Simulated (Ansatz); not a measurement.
# AlAs: a point defect seen from the nuclei (Hf on an Al site)

Wanted: the field gradients around Hf on an Al site in AlAs, cell charge +1, before and after the neighbours move. The cell is a supercell built from a COD entry. Planned: a single point, then a relaxation, then a check of ecutwfc.

Program: Ansatz 0.2.0. Level of theory: DFT, PBE, plane-wave PAW, default files, scalar-relativistic, as far as a step names no other. These are calculated values, not measurements.

### Step 1. The structure to begin with

The structure is cubic, space group F-43m (No. 216). The conventional cell has a = 16.982 Å, b = 16.982 Å, c = 16.982 Å, α = 90.00°, β = 90.00°, γ = 90.00°. Hf (site symmetry -43m) is surrounded by 4 As at 2.45 Å. Al (site symmetry m) has 4 As at 2.45 Å as nearest neighbours. Al (site symmetry 3m) has 4 As at 2.45 Å as nearest neighbours. Around Al (site symmetry 2mm) lie 4 As at 2.45 Å. As (site symmetry 3m) is surrounded by 1 Hf at 2.45 Å and 3 Al at 2.45 Å. As (site symmetry 2mm) is surrounded by 4 Al at 2.45 Å. As (site symmetry m) has 4 Al at 2.45 Å as nearest neighbours. Only part of the 10 independent sites is listed.

As a file:

```cif
data_structure
_symmetry_space_group_name_H-M 'P 1'
_symmetry_Int_Tables_number 1
_cell_length_a 12.0084
_cell_length_b 12.0084
_cell_length_c 12.0084
_cell_angle_alpha 60.000
_cell_angle_beta 60.000
_cell_angle_gamma 60.000
_cell_volume 1224.44
loop_
_atom_site_label
_atom_site_type_symbol
_atom_site_fract_x
_atom_site_fract_y
_atom_site_fract_z
_atom_site_occupancy
Hf1 Hf 0.00000 0.00000 0.00000 1
Al1 Al 0.00000 0.00000 0.33333 1
Al2 Al 0.00000 0.00000 0.66667 1
Al3 Al 0.00000 0.33333 0.00000 1
Al4 Al 0.00000 0.33333 0.33333 1
Al5 Al 0.00000 0.33333 0.66667 1
Al6 Al 0.00000 0.66667 0.00000 1
Al7 Al 0.00000 0.66667 0.33333 1
Al8 Al 0.00000 0.66667 0.66667 1
Al9 Al 0.33333 0.00000 0.00000 1
Al10 Al 0.33333 0.00000 0.33333 1
Al11 Al 0.33333 0.00000 0.66667 1
Al12 Al 0.33333 0.33333 0.00000 1
Al13 Al 0.33333 0.33333 0.33333 1
Al14 Al 0.33333 0.33333 0.66667 1
Al15 Al 0.33333 0.66667 0.00000 1
Al16 Al 0.33333 0.66667 0.33333 1
Al17 Al 0.33333 0.66667 0.66667 1
Al18 Al 0.66667 0.00000 0.00000 1
Al19 Al 0.66667 0.00000 0.33333 1
Al20 Al 0.66667 0.00000 0.66667 1
Al21 Al 0.66667 0.33333 0.00000 1
Al22 Al 0.66667 0.33333 0.33333 1
Al23 Al 0.66667 0.33333 0.66667 1
Al24 Al 0.66667 0.66667 0.00000 1
Al25 Al 0.66667 0.66667 0.33333 1
Al26 Al 0.66667 0.66667 0.66667 1
As1 As 0.08333 0.08333 0.08333 1
As2 As 0.08333 0.08333 0.41667 1
As3 As 0.08333 0.08333 0.75000 1
As4 As 0.08333 0.41667 0.08333 1
As5 As 0.08333 0.41667 0.41667 1
As6 As 0.08333 0.41667 0.75000 1
As7 As 0.08333 0.75000 0.08333 1
As8 As 0.08333 0.75000 0.41667 1
As9 As 0.08333 0.75000 0.75000 1
As10 As 0.41667 0.08333 0.08333 1
As11 As 0.41667 0.08333 0.41667 1
As12 As 0.41667 0.08333 0.75000 1
As13 As 0.41667 0.41667 0.08333 1
As14 As 0.41667 0.41667 0.41667 1
As15 As 0.41667 0.41667 0.75000 1
As16 As 0.41667 0.75000 0.08333 1
As17 As 0.41667 0.75000 0.41667 1
As18 As 0.41667 0.75000 0.75000 1
As19 As 0.75000 0.08333 0.08333 1
As20 As 0.75000 0.08333 0.41667 1
As21 As 0.75000 0.08333 0.75000 1
As22 As 0.75000 0.41667 0.08333 1
As23 As 0.75000 0.41667 0.41667 1
As24 As 0.75000 0.41667 0.75000 1
As25 As 0.75000 0.75000 0.08333 1
As26 As 0.75000 0.75000 0.41667 1
As27 As 0.75000 0.75000 0.75000 1
```

Atom 1 of the input is the impurity.

### Step 2. First run, atoms as given

input.yaml reads:

```yaml
crystal:
  lattice:
    - [0.0, 8.4912, 8.4912]
    - [8.4912, 0.0, 8.4912]
    - [8.4912, 8.4912, 0.0]
  atoms:
    - { symbol: Hf, position: [0.0, 0.0, 0.0] }
    - { symbol: Al, position: [0.0, 0.0, 0.3333333333] }
    - { symbol: Al, position: [0.0, 0.0, 0.6666666667] }
    - { symbol: Al, position: [0.0, 0.3333333333, 0.0] }
    - { symbol: Al, position: [0.0, 0.3333333333, 0.3333333333] }
    - { symbol: Al, position: [0.0, 0.3333333333, 0.6666666667] }
    - { symbol: Al, position: [0.0, 0.6666666667, 0.0] }
    - { symbol: Al, position: [0.0, 0.6666666667, 0.3333333333] }
    - { symbol: Al, position: [0.0, 0.6666666667, 0.6666666667] }
    - { symbol: Al, position: [0.3333333333, 0.0, 0.0] }
    - { symbol: Al, position: [0.3333333333, 0.0, 0.3333333333] }
    - { symbol: Al, position: [0.3333333333, 0.0, 0.6666666667] }
    - { symbol: Al, position: [0.3333333333, 0.3333333333, 0.0] }
    - { symbol: Al, position: [0.3333333333, 0.3333333333, 0.3333333333] }
    - { symbol: Al, position: [0.3333333333, 0.3333333333, 0.6666666667] }
    - { symbol: Al, position: [0.3333333333, 0.6666666667, 0.0] }
    - { symbol: Al, position: [0.3333333333, 0.6666666667, 0.3333333333] }
    - { symbol: Al, position: [0.3333333333, 0.6666666667, 0.6666666667] }
    - { symbol: Al, position: [0.6666666667, 0.0, 0.0] }
    - { symbol: Al, position: [0.6666666667, 0.0, 0.3333333333] }
    - { symbol: Al, position: [0.6666666667, 0.0, 0.6666666667] }
    - { symbol: Al, position: [0.6666666667, 0.3333333333, 0.0] }
    - { symbol: Al, position: [0.6666666667, 0.3333333333, 0.3333333333] }
    - { symbol: Al, position: [0.6666666667, 0.3333333333, 0.6666666667] }
    - { symbol: Al, position: [0.6666666667, 0.6666666667, 0.0] }
    - { symbol: Al, position: [0.6666666667, 0.6666666667, 0.3333333333] }
    - { symbol: Al, position: [0.6666666667, 0.6666666667, 0.6666666667] }
    - { symbol: As, position: [0.0833333333, 0.0833333333, 0.0833333333] }
    - { symbol: As, position: [0.0833333333, 0.0833333333, 0.4166666667] }
    - { symbol: As, position: [0.0833333333, 0.0833333333, 0.75] }
    - { symbol: As, position: [0.0833333333, 0.4166666667, 0.0833333333] }
    - { symbol: As, position: [0.0833333333, 0.4166666667, 0.4166666667] }
    - { symbol: As, position: [0.0833333333, 0.4166666667, 0.75] }
    - { symbol: As, position: [0.0833333333, 0.75, 0.0833333333] }
    - { symbol: As, position: [0.0833333333, 0.75, 0.4166666667] }
    - { symbol: As, position: [0.0833333333, 0.75, 0.75] }
    - { symbol: As, position: [0.4166666667, 0.0833333333, 0.0833333333] }
    - { symbol: As, position: [0.4166666667, 0.0833333333, 0.4166666667] }
    - { symbol: As, position: [0.4166666667, 0.0833333333, 0.75] }
    - { symbol: As, position: [0.4166666667, 0.4166666667, 0.0833333333] }
    - { symbol: As, position: [0.4166666667, 0.4166666667, 0.4166666667] }
    - { symbol: As, position: [0.4166666667, 0.4166666667, 0.75] }
    - { symbol: As, position: [0.4166666667, 0.75, 0.0833333333] }
    - { symbol: As, position: [0.4166666667, 0.75, 0.4166666667] }
    - { symbol: As, position: [0.4166666667, 0.75, 0.75] }
    - { symbol: As, position: [0.75, 0.0833333333, 0.0833333333] }
    - { symbol: As, position: [0.75, 0.0833333333, 0.4166666667] }
    - { symbol: As, position: [0.75, 0.0833333333, 0.75] }
    - { symbol: As, position: [0.75, 0.4166666667, 0.0833333333] }
    - { symbol: As, position: [0.75, 0.4166666667, 0.4166666667] }
    - { symbol: As, position: [0.75, 0.4166666667, 0.75] }
    - { symbol: As, position: [0.75, 0.75, 0.0833333333] }
    - { symbol: As, position: [0.75, 0.75, 0.4166666667] }
    - { symbol: As, position: [0.75, 0.75, 0.75] }
total_charge: 1
kpoints:
  mp_grid: { grid: [2, 2, 2] }
scf:
  occupations: { method: fermi_dirac, width: 0.01 }
hamiltonian:
  xc: pbe
  pseudopotentials: { kind: paw }
output:
  forces: true
  stress: true
  populations: true
  efg:
    quadrupole_moments_barn: { Hf: 3.365, Al: 0.1466, As: 0.311 }
    contact_densities: true
```

Started as:

```
> ansatz run input.yaml --threads 4 --pin off --max-ram 8192MiB --backend cpu --events-out ev --progress --plain --runs-dir out
```

What it wrote:

```text
Warning: RAYON_NUM_THREADS=4 ignored (pool sized by the plan → 4); use --threads N
Hf: output.efg is read without spin–orbit coupling, which moves field gradients at and beside such atoms by some per cent and up to a factor of two; PAW files take it under magnetization.noncollinear and magnetization.spin_orbit
Engine: ansatz 0.2.0, aarch64-unknown-linux-gnu
Pseudopotentials: kind: paw
Pseudopotential: Hf, paw, valence charge 26, recommended cutoff 420 eV (normal), Hf.paw.azcp
Pseudopotential: Al, paw, valence charge 3, recommended cutoff 420 eV (normal), Al.paw.azcp
Pseudopotential: As, paw, valence charge 15, recommended cutoff 420 eV (normal), As.paw.azcp
Functional definition: PBE
  parameter kappa = 0.804
  parameter beta = 0.06672455060314922
  exchange = pbe_x(kappa = kappa, mu = beta*pi^2/3)
  correlation = pbe_c(beta = beta)
Crystal: 54 atoms, lattice volume = 1224.439 Å³
Basis set: ecut = 420 eV, 23973 PW (Γ), exchange–correlation on 162×162×162 points (8 copies of the dense FFT grid, shifted against one another)
Bands: 308, of which v1, the nominal top of the filled ones, is band 254 counted from 1 (253 counted from 0)
Symmetry: 24 space group operations
Space group: F-43m (ITA 216), of the structure as read, at distance tolerance 1.1e-4 Å
k-points: 3 of 8
Non-local potential: Hf, projectors of the file, l = 0: 3, l = 1: 2, l = 2: 2, l = 3: 3
Non-local potential: Al, projectors of the file, l = 0: 2, l = 1: 2, l = 2: 1
Non-local potential: As, projectors of the file, l = 0: 2, l = 1: 2, l = 2: 3, l = 3: 1
PAW form: soft (Blöchl's): semilocal exchange-correlation on the pseudo side does not see the compensation charge
PAW one-centre angular grid: Hf, 590 points (default); XC on 64 Gauss nodes
PAW one-centre angular grid: Al, 110 points (default); XC on 64 Gauss nodes
PAW one-centre angular grid: As, 590 points (default); XC on 64 Gauss nodes
Initial density: superposition of atomic densities (neutral atoms scaled as one to the charged cell's electrons: chi_scale 0, normalization atom), corrected by the library's trained network
Initial wavefunctions: pseudopotential atomic-orbital guess
Functional: x = pbe(κ = 0.804, μ = 0.2195149727645171), c = pbe(β = 0.06672455060314922)
SCF iter   1: F=—  HF=-160843.970308 eV  |F-HF|=—  |Δ(HF+E_count)|=         —  Δρ=4.38e-3  dr2=2.64e-1  ethr=1.77e-3  ⟨swp⟩=6.3  Hψ=3459  notcnv=0  defer=50
preconditioner: auto → Resta (q_TF=auto, 2.356 Å⁻¹)  ε∞=4.4  [insulator: Δε(μ)=1.343 eV  Ē_g=8.750 eV  σ=0.010 eV  W_gap=1.00  n_scr=282 (ndim 8)  ℏωp=16.1 eV  f_vac=0.006  D(μ)=0.00/eV (n_scr^D=0)  ε∞_Penn≈4.4]
SCF iter   2: F=—  HF=-160843.896234 eV  |F-HF|=—  |Δ(HF+E_count)|=   7.41e-2  Δρ=2.14e-3  dr2=5.60e-2  ethr=5.20e-5  ⟨swp⟩=2.7  Hψ=1859  notcnv=0  defer=137
SCF iter   3: F=—  HF=-160843.876327 eV  |F-HF|=—  |Δ(HF+E_count)|=   1.99e-2  Δρ=8.29e-4  dr2=1.00e-2  ethr=1.10e-5  ⟨swp⟩=3.0  Hψ=1587  notcnv=0  defer=137
[... 3 lines left out ...]
SCF iter   7: F=—  HF=-160843.871802 eV  |F-HF|=—  |Δ(HF+E_count)|=   7.21e-4  Δρ=1.10e-5  dr2=2.96e-6  ethr=6.54e-9  ⟨swp⟩=2.0  Hψ=1222  notcnv=0  defer=137
SCF iter   8: F=—  HF=-160843.871803 eV  |F-HF|=—  |Δ(HF+E_count)|=   9.79e-7  Δρ=4.33e-6  dr2=6.17e-7  ethr=5.82e-10  ⟨swp⟩=3.0  Hψ=1617  notcnv=0  defer=137
SCF iter   9: F=-160843.871803 eV  HF=-160843.871803 eV  |F-HF|=2.76e-8  |Δ(HF+E_count)|=   3.70e-8  Δρ=1.28e-6  dr2=2.85e-8  ethr=1.97e-11  ⟨swp⟩=10.0  Hψ=4899  notcnv=0
SCF 1 converged in 9 iterations: F = -160843.871803 eV  dr2 = 2.85e-8
SCF converged after 9 iterations
Free energy (F): -160843.871803 eV
Harris-Foulkes:  -160843.871803 eV  (|F-HF|=2.76e-8)
Internal energy: -160843.871803 eV  (E = F + TS)
E sigma→0 (E₀):  -160843.871803 eV
Fermi energy:    7.247322 eV
--- Per-component energies (eV) ---
[... 15 lines left out ...]
--- Forces (eV/Å), atoms counted from 1 ---
  atom   1  Hf     0.00000000    -0.00000000    -0.00000000
  atom   2  Al     0.21075815     0.21075815    -0.25646726
  atom   3  Al    -0.21075815    -0.21075815    -0.25646726
[... 67 lines left out ...]
  atom  29  As V_zz =    +2.118470   η = 0.3291   by run symmetry: allowed   C_q = +15.9308 MHz
            electrostatic potential = -4513.610500 V   contact ρ = 235485.974822 e/Å³
  atom  30  As V_zz =   -10.462547   η = 0.0000   by run symmetry: allowed   C_q = -78.6778 MHz
            electrostatic potential = -4513.470639 V   contact ρ = 235486.529465 e/Å³
  atom  31  As V_zz =    +2.118470   η = 0.3291   by run symmetry: allowed   C_q = +15.9308 MHz
            electrostatic potential = -4513.610500 V   contact ρ = 235485.974822 e/Å³
  atom  32  As V_zz =    +2.118470   η = 0.3291   by run symmetry: allowed   C_q = +15.9308 MHz
            electrostatic potential = -4513.610500 V   contact ρ = 235485.974822 e/Å³
  atom  33  As V_zz =    -0.964841   η = 0.1076   by run symmetry: allowed   C_q = -7.2556 MHz
            electrostatic potential = -4513.649522 V   contact ρ = 235485.757008 e/Å³
  atom  34  As V_zz =   -10.462547   η = 0.0000   by run symmetry: allowed   C_q = -78.6778 MHz
            electrostatic potential = -4513.470639 V   contact ρ = 235486.529465 e/Å³
  atom  35  As V_zz =    -0.964841   η = 0.1076   by run symmetry: allowed   C_q = -7.2556 MHz
            electrostatic potential = -4513.649522 V   contact ρ = 235485.757008 e/Å³
  atom  36  As V_zz =    -0.964841   η = 0.1076   by run symmetry: allowed   C_q = -7.2556 MHz
            electrostatic potential = -4513.649522 V   contact ρ = 235485.757008 e/Å³
  atom  37  As V_zz =    +2.118470   η = 0.3291   by run symmetry: allowed   C_q = +15.9308 MHz
            electrostatic potential = -4513.610500 V   contact ρ = 235485.974822 e/Å³
  atom  38  As V_zz =    +2.118470   η = 0.3291   by run symmetry: allowed   C_q = +15.9308 MHz
            electrostatic potential = -4513.610500 V   contact ρ = 235485.974822 e/Å³
  atom  39  As V_zz =    -0.964841   η = 0.1076   by run symmetry: allowed   C_q = -7.2556 MHz
            electrostatic potential = -4513.649522 V   contact ρ = 235485.757008 e/Å³
  atom  40  As V_zz =    +2.118470   η = 0.3291   by run symmetry: allowed   C_q = +15.9308 MHz
            electrostatic potential = -4513.610500 V   contact ρ = 235485.974822 e/Å³
  atom  41  As V_zz =    -0.025711   η = 0.0000   by run symmetry: allowed   C_q = -0.1933 MHz
            electrostatic potential = -4513.745505 V   contact ρ = 235485.673786 e/Å³
  atom  42  As V_zz =    -0.025711   η = 0.0000   by run symmetry: allowed   C_q = -0.1933 MHz
            electrostatic potential = -4513.745505 V   contact ρ = 235485.673786 e/Å³
  atom  43  As V_zz =    -0.964841   η = 0.1076   by run symmetry: allowed   C_q = -7.2556 MHz
            electrostatic potential = -4513.649522 V   contact ρ = 235485.757008 e/Å³
  atom  44  As V_zz =    -0.025711   η = 0.0000   by run symmetry: allowed   C_q = -0.1933 MHz
            electrostatic potential = -4513.745505 V   contact ρ = 235485.673786 e/Å³
  atom  45  As V_zz =    -0.964841   η = 0.1076   by run symmetry: allowed   C_q = -7.2556 MHz
            electrostatic potential = -4513.649522 V   contact ρ = 235485.757008 e/Å³
  atom  46  As V_zz =   -10.462547   η = 0.0000   by run symmetry: allowed   C_q = -78.6778 MHz
            electrostatic potential = -4513.470639 V   contact ρ = 235486.529465 e/Å³
  atom  47  As V_zz =    -0.964841   η = 0.1076   by run symmetry: allowed   C_q = -7.2556 MHz
            electrostatic potential = -4513.649522 V   contact ρ = 235485.757008 e/Å³
  atom  48  As V_zz =    -0.964841   η = 0.1076   by run symmetry: allowed   C_q = -7.2556 MHz
            electrostatic potential = -4513.649522 V   contact ρ = 235485.757008 e/Å³
  atom  49  As V_zz =    -0.964841   η = 0.1076   by run symmetry: allowed   C_q = -7.2556 MHz
            electrostatic potential = -4513.649522 V   contact ρ = 235485.757008 e/Å³
  atom  50  As V_zz =    -0.025711   η = 0.0000   by run symmetry: allowed   C_q = -0.1933 MHz
            electrostatic potential = -4513.745505 V   contact ρ = 235485.673786 e/Å³
  atom  51  As V_zz =    -0.964841   η = 0.1076   by run symmetry: allowed   C_q = -7.2556 MHz
            electrostatic potential = -4513.649522 V   contact ρ = 235485.757008 e/Å³
  atom  52  As V_zz =    -0.964841   η = 0.1076   by run symmetry: allowed   C_q = -7.2556 MHz
            electrostatic potential = -4513.649522 V   contact ρ = 235485.757008 e/Å³
  atom  53  As V_zz =    -0.964841   η = 0.1076   by run symmetry: allowed   C_q = -7.2556 MHz
            electrostatic potential = -4513.649522 V   contact ρ = 235485.757008 e/Å³
  atom  54  As V_zz =    +0.000000   η = 0.0000   by run symmetry: forbidden   C_q = +0.0000 MHz
            electrostatic potential = -4513.720111 V   contact ρ = 235485.654885 e/Å³
--- Band table (eV) ---
[... 3 lines left out ...]
--- Löwdin populations: 54 sites ---
  site symbol       q [e]
[... 54 lines left out ...]
  spilling = 0.002737 (of n_electrons = 508.000000)
```

Run time: 38 s. Hardware: 4 threads of Arm Neoverse V2, shared host; peak memory 5.1 GiB.

At the end: gap on the mesh 1.28 eV, largest force 1.501 eV/Å, pressure 3.8 GPa.

Like atoms gathered into sites:

| site | atoms | distance from the defect (Å) | V_zz (10²¹ V/m²) | η | C_Q (MHz) |
| --- | --- | --- | --- | --- | --- |
| Hf | 1 | 0.00 | 0.00 | – | 0 (¹⁷⁷Hf) |
| As28 | 28, 30, 34, 46 | 2.45 | -10.46 | 0.00 | -78.7 (⁷⁵As) |
| Al2 | 2, 3, 4, 6, … | 4.00 | 0.76 | 0.08 | 2.70 (²⁷Al) |
| As33 | 33, 35, 36, 39, … | 4.69 | -0.96 | 0.11 | -7.26 (⁷⁵As) |
| Al15 | 15, 17, 18, 23, … | 5.66 | -0.070 | 0.91 | -0.247 (²⁷Al) |
| As29 | 29, 31, 32, 37, … | 6.17 | 2.12 | 0.33 | 15.9 (⁷⁵As) |
| Al5 | 5, 11, 13, 14 | 6.93 | -0.095 | 0.00 | -0.338 (²⁷Al) |
| Al9 | 9, 21, 25, 27 | 6.93 | -0.10 | 0.00 | -0.367 (²⁷Al) |
| As41 | 41, 42, 44, 50 | 7.35 | -0.026 | 0.00 | -0.193 (⁷⁵As) |
| As54 | 54 | 7.35 | 0.00 | – | 0 (⁷⁵As) |

V_zz is the principal component of the electric field gradient with the largest magnitude, η = (V_xx − V_yy)/V_zz and C_Q = eQV_zz/h. Nuclear quadrupole moments: year-2017 set (Pyykkö).

Direction of the V_zz axis (Cartesian unit vector):

```
site  atom      x      y      z
 Al2     2   0.61   0.61  -0.51
 Al5     5  -0.58   0.58   0.58
 Al9     9  -0.58   0.58   0.58
As28    28   0.58   0.58   0.58
As29    29   0.71   0.71   0.00
As33    33   0.62  -0.62  -0.49
```

[end of part 1 of 3]
